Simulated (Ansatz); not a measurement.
# ZrZn4N: the cost of one run

Program: Ansatz 0.2.0. Level of theory: DFT PBE, scalar-relativistic, plane waves, PAW. These are calculated values, not measurements.

### Step 1. The structure to begin with

The structure is hexagonal, space group P-6m2 (No. 187). Conventional cell: a = 4.939 Å, b = 4.939 Å, c = 4.048 Å, α = 90.00°, β = 90.00°, γ = 120.00°. Zr (site symmetry -6m2) has 15 Zn at 2.85 to 3.19 Å and 3 N at 2.85 Å in its first shell of neighbours. Around Zn (site symmetry -6m2) lie 6 Zn at 2.47 Å and 3 Zr at 2.85 Å and 3 N at 2.85 Å. Zn (site symmetry mm2) is surrounded by 6 Zn at 2.47 Å and 2 N at 2.48 Å. Around N (site symmetry -6m2) lie 9 Zn at 2.48 to 2.85 Å and 3 Zr at 2.85 Å.

Coordinates:

```
CELL_PARAMETERS angstrom
4.93853 0.00000 0.00000
-2.46926 4.27689 0.00000
0.00000 0.00000 4.04787
ATOMIC_POSITIONS crystal
Zr 0.00000 0.00000 0.00000
Zn 0.66667 0.33333 0.00000
Zn 0.99951 0.49975 0.50000
Zn 0.50025 0.49975 0.50000
Zn 0.50025 0.00049 0.50000
N 0.33333 0.66667 0.00000
```

A structure generator made this guess: species swapped into a database cell of CeCo4Cu (P-6m2, No. 187), with Zr on the Ce sites, Zn on the Co sites and N on the Cu sites. The dimensions are guesses.

### Step 2. The guess as it stands, on a coarse mesh

input.yaml

```yaml
crystal:
  lattice:
    - [4.93852664, 0.0, 0.0]
    - [-2.46926332, 4.27688953, 0.0]
    - [0.0, 0.0, 4.04787142]
  atoms:
    - { symbol: Zr, position: [0.0, 0.0, 0.0] }
    - { symbol: Zn, position: [0.66666667, 0.33333333, 0.0] }
    - { symbol: Zn, position: [0.99950701, 0.4997535, 0.5] }
    - { symbol: Zn, position: [0.5002465, 0.4997535, 0.5] }
    - { symbol: Zn, position: [0.5002465, 0.00049299, 0.5] }
    - { symbol: "N", position: [0.33333333, 0.66666667, 0.0] }
basis:
  ecutwfc: 420
kpoints:
  mp_grid: { grid: [6, 6, 4] }
hamiltonian:
  xc: pbe
scf:
  occupations: { method: gaussian, width: 0.1 }
  lower_state_search: "off"
output:
  forces: true
  stress: true
  eigenvalues: true
```

On the command line:

```sh
> ansatz run input.yaml --threads 1 --pin off --max-ram 2560MiB --backend cpu --events-out ev --progress --plain --runs-dir out
```

**Question.** How long does this run take on 1 thread of Intel Xeon at 2.50GHz (Skylake/Cascade Lake), shared host, and how much memory does it need?

About 15 s, with a peak of 0.38 GiB.
